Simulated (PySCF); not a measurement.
# TaNBr₂: structure of the singlet

Aim: relax TaNBr₂ as a singlet from a T-shaped (ligand arrangement 1) start, check by its vibrations whether the end is a minimum, and collect its spectrum and constants.

Method: PBE0, basis Ta def2-SVP with ECP60, N def2-SVP, Br def2-SVP, scalar-relativistic core potentials, no spin–orbit coupling, density fitting; program: PySCF 2.14.0.

### Step 1. The system as given

4 atoms, charge 0, spin multiplicity 1.

Bond lengths: Ta1–N2 1.860 Å, Ta1–Br3 2.600 Å, Ta1–Br4 2.600 Å. Angles: N2–Ta1–Br3 88.0°, N2–Ta1–Br4 176.0°, Br3–Ta1–Br4 88.0°.

Coordinates in bohr (charge 0 multiplicity 1):
```
Ta   -0.9590    0.0000   -1.1423
N    -4.4718    0.0000   -1.0197
Br   -0.9590    0.0000    3.7710
Br    3.9513    0.0000   -0.9709
```

### Step 2. Relaxation: T-shaped (ligand arrangement 1) start, singlet

One driver script runs all steps and calls PySCF; scf.py shows how it sets up the SCF of each step. The optimiser is the driver's own. Before each start the driver seeks the lowest SCF state from one or more starting densities and follows internal instabilities, so scf.py alone need not reach the same state.

The program finds Cs symmetry in the start, which this walk keeps. Threshold on the gradient: 0.0003 Eh/bohr, with a further test on the energy change.

Contents of scf.py:

```python
from pyscf import gto, scf, dft
mol = gto.M(atom='''
Ta    -0.507475     0.000000    -0.604484
N     -2.366375     0.000000    -0.539584
Br    -0.507475     0.000000     1.995516
Br     2.090925     0.000000    -0.513784''',
    basis={'Ta': 'def2-SVP', 'N': 'def2-SVP', 'Br': 'def2-SVP'},
    ecp={'Ta': 'def2-SVP'},
    charge=0, spin=0)
mf = dft.RKS(mol, xc='PBE0')
mf.grids.atom_grid = (50, 194)
aux = {'Ta': 'def2-universal-JKFIT', 'N': 'def2-universal-JKFIT', 'Br': 'def2-universal-JKFIT'}
mf = mf.density_fit(auxbasis=aux)
mf.kernel()
```

After this run come: Is it a minimum? Harmonic modes; Leaving the saddle point; Hessian and properties.

Before running it: what results should come out? Wanted: minimum; geometry; wavenumbers; dipole moment; highest occupied, lowest empty level; polar-tensor charge of Ta1; zero-point energy; atomisation energy.

As calculated:

| quantity | value |
| --- | --- |
| minimum | singlet, Cs |
| geometry | Ta–Br 2.460 Å (×2), Ta–N 1.678 Å; Br–Ta–Br 113.1°, Br–Ta–N 105.7° (×2) |
| wavenumbers (cm⁻¹) | 58 (a'), 161 (a'), 213 (a''), 257 (a'), 290 (a''), 1115 (a') |
| dipole moment | 4.79 D |
| highest occupied, lowest empty level | -7.79, -3.91 eV |
| polar-tensor charge of Ta1 | +1.58 e |
| zero-point energy | 12.5 kJ/mol |
| entropy at 298.15 K | 359.5 J/(mol K) |
| atomisation energy (no zero-point energy) | 1363 kJ/mol |

**Reading.** The T-shaped (ligand arrangement 1) start (Cs) ends in a minimum of Cs symmetry, after a stop at a saddle point 19.1 kJ/mol higher, from which it was pushed off along an imaginary mode. In the infrared the band at 1115 cm⁻¹ (a', stretch) leads. Only this shape and spin were tried, so other structures or states may lie lower. The soft modes, below some 90 cm⁻¹, carry numerical noise of tens of cm⁻¹, and the entropy with them. Whether spin polarisation would lower the closed shell was not checked. With an element this heavy the missing spin–orbit coupling can shift these numbers.
